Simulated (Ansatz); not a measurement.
# C₅H₈O₃Zr: how energies converge with the basis set

One table from this session's results is given with a row withheld; the runs are named, their logs left out.

Program: Ansatz 0.2.0, Gaussian basis. Level of theory: one geometry, several basis sets. These are calculated values, not measurements.

Plan: PBE0-D4/def2-SVP; ωB97M-V/def2-SVP; PBE0-D4/def2-QZVPP; ωB97M-V/def2-QZVPP; the functionals' def2-TZVPP values are taken from earlier runs.

## The relaxed structure

All runs share one geometry, relaxed beforehand with PBE0-D4 in a triple-zeta def2 set. Zr takes the def2 core potential; no spin-orbit term is included.

SMILES `[OH][Zr]1234([OH])([OH])[C@H]5[C@@H]1[C@@H]2[C@@H]3[C@H]54`, 17 atoms, charge 0, spin multiplicity 1.

Atoms are counted from 1 here; the program's logs count them from 0.

Bond lengths: O1–Zr2 1.945 Å, O1–H10 0.952 Å, Zr2–O3 1.945 Å, Zr2–O4 1.943 Å, Zr2–C5 2.541 Å, Zr2–C6 2.535 Å, Zr2–C7 2.541 Å, Zr2–C8 2.536 Å, Zr2–C9 2.541 Å, O3–H11 0.952 Å, O4–H12 0.952 Å, C5–C6 1.413 Å, C5–C9 1.407 Å, C5–H13 1.080 Å, C6–C7 1.410 Å, C6–H14 1.080 Å, C7–C8 1.410 Å, C7–H15 1.080 Å and more. Angles: Zr2–O1–H10 149.8°, O1–Zr2–O3 105.7°, O1–Zr2–O4 105.5°, O1–Zr2–C5 86.8°, O1–Zr2–C6 93.3°, O1–Zr2–C7 124.6°, O1–Zr2–C8 140.2°, O1–Zr2–C9 112.4°, O3–Zr2–O4 105.5°, O3–Zr2–C5 113.1°, O3–Zr2–C6 140.4°, O3–Zr2–C7 123.7°, O3–Zr2–C8 92.7°, O3–Zr2–C9 87.0°, O4–Zr2–C5 134.5°, O4–Zr2–C6 102.3°, O4–Zr2–C7 85.5°, O4–Zr2–C8 103.0° and more.

The first run:

in.yaml

```yaml
crystal:
  periodic: [false, false, false]
  atoms:
    - {symbol: O, position_ang: [1.741806, 1.022289, -1.558970]}
    - {symbol: Zr, position_ang: [0.683833, -0.375840, -0.717291]}
    - {symbol: O, position_ang: [1.969704, -1.619314, 0.046370]}
    - {symbol: O, position_ang: [-0.161556, -1.336996, -2.179651]}
    - {symbol: C, position_ang: [-0.088990, 1.398178, 0.929670]}
    - {symbol: C, position_ang: [-1.139703, 1.233095, -0.000650]}
    - {symbol: C, position_ang: [-1.674545, -0.059578, 0.173671]}
    - {symbol: C, position_ang: [-0.946997, -0.699482, 1.197335]}
    - {symbol: C, position_ang: [0.030181, 0.206297, 1.668188]}
    - {symbol: H, position_ang: [1.969040, 1.942893, -1.645606]}
    - {symbol: H, position_ang: [2.312382, -2.085726, 0.802500]}
    - {symbol: H, position_ang: [-0.930683, -1.674879, -2.627408]}
    - {symbol: H, position_ang: [0.529638, 2.276567, 1.038540]}
    - {symbol: H, position_ang: [-1.467319, 1.964597, -0.725093]}
    - {symbol: H, position_ang: [-2.482248, -0.493495, -0.396247]}
    - {symbol: H, position_ang: [-1.100659, -1.708543, 1.551440]}
    - {symbol: H, position_ang: [0.756117, 0.009938, 2.443212]}
basis:
  gaussian: {orbitals: def2-SVP}
hamiltonian: {xc: pbe0, dispersion: d4}
output: {orbitals: {seedname: orbitals}}
```

Launch:

```sh
$ ansatz run in.yaml --threads 4 --pin off --events-out ev --progress --plain --max-ram 41984MiB --backend cpu
```

Steps of the session up to this table: PBE0-D4 in def2-SVP; ωB97M-V in def2-SVP; PBE0-D4 in def2-QZVPP; ωB97M-V in def2-QZVPP.

One table of the session follows, with a row left open; its other results are not shown here.

It belongs to the step «Functionals by basis». 

| functional | basis | HOMO (eV) | LUMO (eV) |
| --- | --- | --- | --- |
| PBE0-D4 | def2-SVP | -7.19 | 0.34 |
| PBE0-D4 | def2-TZVPP | ? | ? |
| PBE0-D4 | def2-QZVPP | -7.22 | 0.02 |
| ωB97M-V | def2-SVP | -9.30 | 1.46 |
| ωB97M-V | def2-TZVPP | -9.31 | 1.02 |
| ωB97M-V | def2-QZVPP | -9.33 | 0.73 |

Estimate the missing values for PBE0-D4, def2-TZVPP.

**Answer.** HOMO (eV): -7.20; LUMO (eV): 0.14. In the column «HOMO (eV)» it lies between PBE0-D4, def2-QZVPP (-7.22) and PBE0-D4, def2-SVP (-7.19).
